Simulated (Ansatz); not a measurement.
# Cu4Au3 in Ansatz: reference runs

Reference runs on Cu4Au3: the cell as given.

Everything below comes from runs of Ansatz 0.2.0. Logs are shortened: lines on timing, memory, paths and dates and some standing lists are left out, and cuts for length are marked.

**1. The cell of the first run**

The cell holds a slab with vacuum, 7 atoms: a = 2.800 Å, b = 2.800 Å, c = 26.010 Å, α = 90.00°, β = 90.00°, γ = 90.00°.

**2. Single point, PBE (the (0 0 1) slab of CuAu, cut from the database cell, not relaxed)**

input.yaml

```yaml
crystal:
  lattice:
    - [2.8, 0.0, 0.0]
    - [0.0, 2.8, 0.0]
    - [0.0, 0.0, 26.01]
  atoms:
    - { symbol: Cu, position: [0.5, 0.5, 0.2883506344] }
    - { symbol: Au, position: [0.0, 0.0, 0.3589004229] }
    - { symbol: Cu, position: [0.5, 0.5, 0.4294502115] }
    - { symbol: Au, position: [0.0, 0.0, 0.5] }
    - { symbol: Cu, position: [0.5, 0.5, 0.5705497885] }
    - { symbol: Au, position: [0.0, 0.0, 0.6410995771] }
    - { symbol: Cu, position: [0.5, 0.5, 0.7116493656] }
hamiltonian:
  xc: pbe
  pseudopotentials: { kind: paw }
kpoints:
  mp_grid: { grid: [9, 9, 1] }
scf:
  occupations: { method: fermi_dirac, width: 0.05 }
output:
  forces: true
  eigenvalues: true
efield:
  axis: 3
  dipole_correction: true
  ramp_width: 0.04
```

Potentials or basis: Ansatz PAW.

The run is started by

```bash
$ ansatz run input.yaml --threads 4 --pin off --max-ram 11264MiB --backend cpu --events-out ev --progress --plain --runs-dir out
```

Log:

```text
Warning: RAYON_NUM_THREADS=4 ignored (pool sized by the plan → 4); use --threads N
Engine: ansatz 0.2.0, aarch64-unknown-linux-gnu
Pseudopotentials: kind: paw
Pseudopotential: Cu, paw, valence charge 19, recommended cutoff 420 eV (normal), Cu.paw.azcp
Pseudopotential: Au, paw, valence charge 19, recommended cutoff 420 eV (normal), Au.paw.azcp
Functional definition: PBE
  parameter kappa = 0.804
  parameter beta = 0.06672455060314922
  exchange = pbe_x(kappa = kappa, mu = beta*pi^2/3)
  correlation = pbe_c(beta = beta)
Crystal: 7 atoms, lattice volume = 203.918 Å³
Basis set: ecut = 420 eV, 4051 PW (Γ), exchange–correlation on 40×40×360 points (8 copies of the dense FFT grid, shifted against one another)
Bands: 80, of which v1, the nominal top of the filled ones, is band 67 counted from 1 (66 counted from 0)
Symmetry: 8 space group operations
k-points: 15 of 81
Non-local potential: Cu, projectors of the file, l = 0: 3, l = 1: 2, l = 2: 3, l = 3: 1
Non-local potential: Au, projectors of the file, l = 0: 3, l = 1: 2, l = 2: 2, l = 3: 1
PAW form: soft (Blöchl's): semilocal exchange-correlation on the pseudo side does not see the compensation charge
PAW one-centre angular grid: Cu, 590 points (default); XC on 64 Gauss nodes
PAW one-centre angular grid: Au, 590 points (default); XC on 64 Gauss nodes
Initial density: superposition of atomic densities (neutral atoms: chi_scale 0, normalization atom), corrected by the library's trained network
Initial wavefunctions: pseudopotential atomic-orbital guess
Functional: x = pbe(κ = 0.804, μ = 0.2195149727645171), c = pbe(β = 0.06672455060314922)
SCF iter   1: F=—  HF=-65947.355593 eV  |F-HF|=—  |Δ(HF+E_count)|=         —  Δρ=1.57e-3  dr2=9.01e-3  ethr=1.77e-3  p=0.000 e·Å  D=2.44e-13 V/Å  ΔV_dip=-0.00 eV  dr2_dipole=3.21e-7  V_vac-E_F(+/−)=4.31/4.31 eV  ⟨swp⟩=7.1  Hψ=4810  notcnv=0  defer=26
efield: sawtooth ramp at fractional position 0.9800 (placed from the atoms, in the widest stretch of the axis that holds none; the zero of the levels goes with the place), width 0.0400; the density the first Hamiltonian is built on has a dipole p = 0.000 e·Å; the dipole correction subtracts the counter field D = 2.44e-13 V/Å, which shifts the + side's vacuum level by -0.00 eV against the − side's; the planar-averaged density in the ramp window peaks in size at 9.7e-6 e/Å³
preconditioner: auto → LDOS  [metal: Δε(μ)=0.097 eV  Ē_g=8.794 eV  σ=0.050 eV  W_gap=0.39  n_scr=56 (ndim 8)  ℏωp=22.8 eV  f_vac=0.475  D(μ)=2.22/eV (n_scr^D=10)  β→1.0]
SCF iter   2: F=—  HF=-65947.364958 eV  |F-HF|=—  |Δ(HF+E_count)|=   9.36e-3  Δρ=9.79e-4  dr2=4.33e-3  ethr=6.78e-6  p=-0.000 e·Å  D=-7.26e-7 V/Å  ΔV_dip=0.00 eV  dr2_dipole=3.16e-7  V_vac-E_F(+/−)=4.35/4.35 eV  ⟨swp⟩=3.0  Hψ=3006  notcnv=0  defer=93
SCF iter   3: F=—  HF=-65947.364371 eV  |F-HF|=—  |Δ(HF+E_count)|=   5.87e-4  Δρ=7.06e-4  dr2=8.92e-4  ethr=3.26e-6  p=0.000 e·Å  D=3.10e-6 V/Å  ΔV_dip=-0.00 eV  dr2_dipole=6.80e-8  V_vac-E_F(+/−)=4.34/4.34 eV  ⟨swp⟩=2.1  Hψ=1779  notcnv=0  defer=93
SCF iter   4: F=—  HF=-65947.364251 eV  |F-HF|=—  |Δ(HF+E_count)|=   1.20e-4  Δρ=5.32e-4  dr2=4.16e-4  ethr=6.71e-7  p=0.000 e·Å  D=1.99e-6 V/Å  ΔV_dip=-0.00 eV  dr2_dipole=7.33e-9  V_vac-E_F(+/−)=4.34/4.34 eV  ⟨swp⟩=2.1  Hψ=1950  notcnv=0  defer=93
SCF iter   5: F=—  HF=-65947.364185 eV  |F-HF|=—  |Δ(HF+E_count)|=   6.59e-5  Δρ=9.75e-5  dr2=2.34e-5  ethr=3.13e-7  p=0.000 e·Å  D=1.11e-6 V/Å  ΔV_dip=-0.00 eV  dr2_dipole=2.62e-9  V_vac-E_F(+/−)=4.35/4.35 eV  ⟨swp⟩=2.0  Hψ=1499  notcnv=0  defer=93
SCF iter   6: F=—  HF=-65947.364067 eV  |F-HF|=—  |Δ(HF+E_count)|=   1.18e-4  Δρ=6.98e-5  dr2=9.05e-6  ethr=1.76e-8  p=0.000 e·Å  D=4.30e-7 V/Å  ΔV_dip=-0.00 eV  dr2_dipole=5.98e-10  V_vac-E_F(+/−)=4.35/4.35 eV  ⟨swp⟩=2.3  Hψ=1699  notcnv=0  defer=93
SCF iter   7: F=—  HF=-65947.364066 eV  |F-HF|=—  |Δ(HF+E_count)|=   7.91e-7  Δρ=1.80e-5  dr2=8.33e-7  ethr=6.80e-9  p=0.000 e·Å  D=1.41e-7 V/Å  ΔV_dip=-0.00 eV  dr2_dipole=1.44e-11  V_vac-E_F(+/−)=4.36/4.36 eV  ⟨swp⟩=2.0  Hψ=1458  notcnv=0  defer=93
SCF iter   8: F=—  HF=-65947.364067 eV  |F-HF|=—  |Δ(HF+E_count)|=   3.93e-7  Δρ=1.02e-5  dr2=2.45e-7  ethr=6.26e-10  p=0.000 e·Å  D=6.80e-8 V/Å  ΔV_dip=-0.00 eV  dr2_dipole=3.80e-12  V_vac-E_F(+/−)=4.36/4.36 eV  ⟨swp⟩=2.0  Hψ=1581  notcnv=0  defer=93
SCF iter   9: F=-65947.364067 eV  HF=-65947.364067 eV  |F-HF|=1.73e-9  |Δ(HF+E_count)|=   2.99e-8  Δρ=3.03e-6  dr2=1.47e-8  ethr=7.52e-11  p=0.000 e·Å  D=6.17e-9 V/Å  ΔV_dip=-0.00 eV  dr2_dipole=8.31e-13  V_vac-E_F(+/−)=4.36/4.36 eV  ⟨swp⟩=13.5  Hψ=5787  notcnv=0
SCF 1 converged in 9 iterations: F = -65947.364067 eV  dr2 = 1.47e-8
SCF converged after 9 iterations
Free energy (F): -65947.364067 eV
Harris-Foulkes:  -65947.364067 eV  (|F-HF|=1.73e-9)
Internal energy: -65947.345542 eV  (E = F + TS)
E sigma→0 (E₀):  -65947.354805 eV
Entropy (-TS):   -0.018525 eV (-2.646 meV/atom)
Fermi energy:    6.983066 eV
Dipole field:    D = 0.000001 V/Å  (p = 0.000001 e·Å, saw-weighted, corrected)
Work function:   Φ+ = 4.3587 eV   Φ− = 4.3587 eV
Levels:          The Fermi level and band energies are counted from a zero that moves with the ramp; work functions are not
--- Per-component energies (eV) ---
  E_band       = -3585.112012
  E_kinetic    = 3012.577035
  E_local      = -251895.539185  (includes V_loc(G=0)·N_el)
  E_nonlocal   = 1805.976825
  E_hartree    = 123854.504700
  E_xc         = -1038.139354
  E_vxc        = -1282.421130  (∫ρ·V_xc dr)
  E_paw        = -35794.243734  (= ΣΔE_a)
  E_vpaw       = -2934.756994  (= ΣTr[D̂ρ^β])
  E_aug_tail   = 0.005197  (compensation charges beyond the density's cutoff)
  E_efield     = 0.000000  (sawtooth field / dipole correction)
  E_vefield    = 0.000000  (∫n·V_field dr)
  E_ewald      = 94107.512975
  E_smearing   = -0.018525  (= −TS)
  E_closure    = 0.000000  (closes the sum)
  Σ components = -65947.364067   (vs F -65947.364067, Δ=0.00e0)
--- Forces (eV/Å), atoms counted from 1 ---
  atom   1  Cu     0.00000000     0.00000000     0.01366699
  atom   2  Au     0.00000000     0.00000000    -0.34178707
  atom   3  Cu    -0.00000000     0.00000000     0.00172181
  atom   4  Au    -0.00000000     0.00000000     0.00000052
  atom   5  Cu    -0.00000000     0.00000000    -0.00172175
  atom   6  Au    -0.00000000     0.00000000     0.34178635
  atom   7  Cu    -0.00000000     0.00000000    -0.01366716
  max |Σ_I F_I| component: 3.11e-7 eV/Å
--- Band table (eV; the first three rows and the last of 15) ---
  k-point 0: bands = ["-105.4677", "-105.4677", "-104.9816", "-104.9816", "-99.0892", "-99.0253", "-99.0253", "-62.8595", "-62.8593", "-62.8437", "-62.8437", "-62.8437", "-62.8437", "-62.3809", "-62.3809", "-62.3809", "-62.3809", "-62.3520", "-62.3519", "-50.5079", "-50.4568", "-50.4568", "-50.4504", "-50.4504", "-50.3914", "-50.3914", "-50.3914", "-50.3914", "-2.8516", "-2.2248", "-1.5338", "0.1577", "0.2870", "0.3555", "0.3653", "0.6077", "1.2391", "1.3892", "2.7747", "2.7747", "2.9386", "2.9386", "3.0490", "3.0490", "3.6686", "3.8402", "3.8517", "3.9721", "4.0207", "4.0449", "4.1922", "4.2011", "4.4830", "4.6463", "4.6463", "4.6554", "4.8273", "4.9234", "4.9613", "4.9912", "4.9912", "5.0618", "5.3339", "5.3339", "5.3913", "5.3937", "5.4246", "5.4246", "6.0663", "7.6680", "8.5923", "11.1007", "11.5037", "12.5222", "14.0061", "15.2204", "17.0949", "17.2586", "17.2586", "17.3853"]
  k-point 1: bands = ["-105.4675", "-105.4675", "-104.9815", "-104.9815", "-99.0885", "-99.0246", "-99.0246", "-62.8593", "-62.8591", "-62.8460", "-62.8459", "-62.8436", "-62.8435", "-62.3831", "-62.3831", "-62.3807", "-62.3807", "-62.3518", "-62.3518", "-50.5061", "-50.4762", "-50.4553", "-50.4487", "-50.4486", "-50.4109", "-50.4109", "-50.3899", "-50.3899", "-2.5645", "-1.9425", "-1.2538", "0.2952", "0.4292", "0.5186", "0.5365", "0.7293", "1.3219", "1.3509", "2.5701", "2.6967", "2.8228", "2.9492", "2.9889", "3.0234", "3.7001", "3.7416", "3.7840", "3.8461", "3.8715", "3.9446", "4.2569", "4.2643", "4.5497", "4.5827", "4.6197", "4.7680", "4.8024", "4.8160", "4.8987", "4.9720", "5.0607", "5.1193", "5.1898", "5.3294", "5.3353", "5.3582", "5.4029", "5.4383", "6.6190", "8.1576", "9.2190", "11.3383", "11.7639", "12.7441", "14.2391", "14.9873", "15.7380", "16.2407", "17.3484", "17.5744"]
  k-point 2: bands = ["-105.4672", "-105.4672", "-104.9811", "-104.9811", "-99.0866", "-99.0227", "-99.0227", "-62.8588", "-62.8586", "-62.8515", "-62.8515", "-62.8431", "-62.8431", "-62.3887", "-62.3887", "-62.3803", "-62.3803", "-62.3513", "-62.3513", "-50.5252", "-50.5017", "-50.4599", "-50.4599", "-50.4514", "-50.4443", "-50.4442", "-50.3861", "-50.3861", "-1.7849", "-1.2204", "-0.6310", "0.5501", "0.5699", "1.0071", "1.0263", "1.1324", "1.4392", "1.4948", "2.0942", "2.4104", "2.8796", "2.9326", "3.0193", "3.2201", "3.3570", "3.3572", "3.3727", "3.8252", "4.0149", "4.0511", "4.1560", "4.3954", "4.4080", "4.6476", "4.7141", "4.7658", "4.7814", "4.7846", "4.7858", "4.9451", "4.9908", "5.1090", "5.1910", "5.2787", "5.3182", "5.4055", "5.4304", "6.0210", "7.5962", "9.2402", "10.5771", "12.0123", "12.2753", "12.5197", "13.1504", "13.4485", "14.2964", "14.9913", "15.6893", "15.9523"]
  k-point 14: bands = ["-105.4654", "-105.4654", "-104.9793", "-104.9793", "-99.0768", "-99.0129", "-99.0129", "-62.8605", "-62.8605", "-62.8605", "-62.8604", "-62.8564", "-62.8561", "-62.3976", "-62.3976", "-62.3976", "-62.3975", "-62.3490", "-62.3489", "-50.6014", "-50.6012", "-50.5361", "-50.5361", "-50.5359", "-50.5359", "-50.4794", "-50.4221", "-50.4220", "-0.2426", "-0.0195", "0.1474", "0.9647", "0.9823", "1.0463", "1.0514", "1.0775", "1.0906", "1.3642", "1.9955", "2.8692", "3.6224", "3.7008", "3.7404", "4.1237", "4.1925", "4.4363", "4.5392", "4.7627", "4.7656", "4.8913", "4.9717", "5.0361", "5.0576", "5.0862", "5.1094", "5.1622", "5.1767", "5.2312", "5.2752", "5.2962", "5.3263", "5.5724", "5.5931", "7.2112", "8.3515", "8.4623", "9.6349", "9.6413", "11.1561", "11.4007", "12.1627", "12.5700", "12.5871", "13.3153", "13.4036", "13.8054", "13.8418", "13.9724", "14.2611", "14.5263"]
```

It took 8.5 s on 4 threads of Arm Neoverse V1, shared host; peak memory 0.69 GiB.

What came out:

```yaml
Free_energy: -65947.3641 eV
Largest_force: 0.342 eV/Å
Band_gap_on_the_k_mesh: none (metal or under the smearing width)
Work_function_of_the_upper_face: 4.36 eV
Work_function_of_the_lower_face: 4.36 eV
Dipole_across_the_slab: 0.000 e·Å
```

Forces in eV/Å, atoms in the order of the input:
```
Cu   0.000  0.000  0.014
Au   0.000  0.000 -0.342
Cu   0.000  0.000  0.002
Au   0.000  0.000  0.000
Cu   0.000  0.000 -0.002
Au   0.000  0.000  0.342
Cu   0.000  0.000 -0.014
```

Levels at points of the mesh, in eV from the Fermi level:
```
           k point  band 64  band 65  band 66  band 67  band 68  band 69  band 70  band 71
(0.00, 0.00, 0.00)    -1.65    -1.59    -1.59    -1.56    -1.56    -0.92     0.68     1.61
```

Spin-orbit coupling is left out, which matters for the levels of Au.
